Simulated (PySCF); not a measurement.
# C2H10OPSi3: the cost of one run

Computed with PySCF 2.14.0 and routines of our own; the level stands in each step. Atoms count from 0.

### 1 The starting structure

17 atoms, charge 0, multiplicity 2; geometry from: GFN2-xTB.

### 2 Open-shell or spin-flip excitations: unrestricted TDDFT CAM-B3LYP/def2-SVP

What the job is given:

```
{"job": {"kind": "uabs", "xc": "CAM-B3LYP", "basis": "def2-SVP", "nstates": 10, "tda": false}, "charge": 0, "multiplicity": 2}
C      2.099398     1.410148    -0.835882
C      1.562978     0.364076    -0.226054
Si    -0.325154     0.042394    -0.080658
Si    -1.137124     1.686407     1.323650
P     -1.236268     0.469699    -2.127704
Si    -0.611249    -2.222487     0.382106
O     -0.577704    -2.022257     2.005627
H      3.166204     1.561570    -0.923460
H      1.486483     2.170066    -1.301301
H      2.234353    -0.371131     0.208896
H     -2.464089     2.269256     1.071436
H     -1.090903     1.462333     2.773059
H     -0.948833     1.815056    -2.099942
H     -0.066546     0.193053    -2.799270
H      0.435973    -3.192000     0.009466
H     -1.879044    -2.861334     0.006400
H     -0.655474    -2.762819     2.603722
```

With the program's defaults for keys left out, this is: unrestricted TDDFT CAM-B3LYP/def2-SVP, vertical, gas phase, core orbitals frozen in the response.

The run is started by

```bash
> OMP_NUM_THREADS=1 python excited_run.py task.json out
```

This one command runs all jobs of the session in turn.

Q: Estimate the wall time and peak memory of this first job on 1 thread of Arm Neoverse V1, shared host.

About 80 s, with a peak of 0.72 GiB.
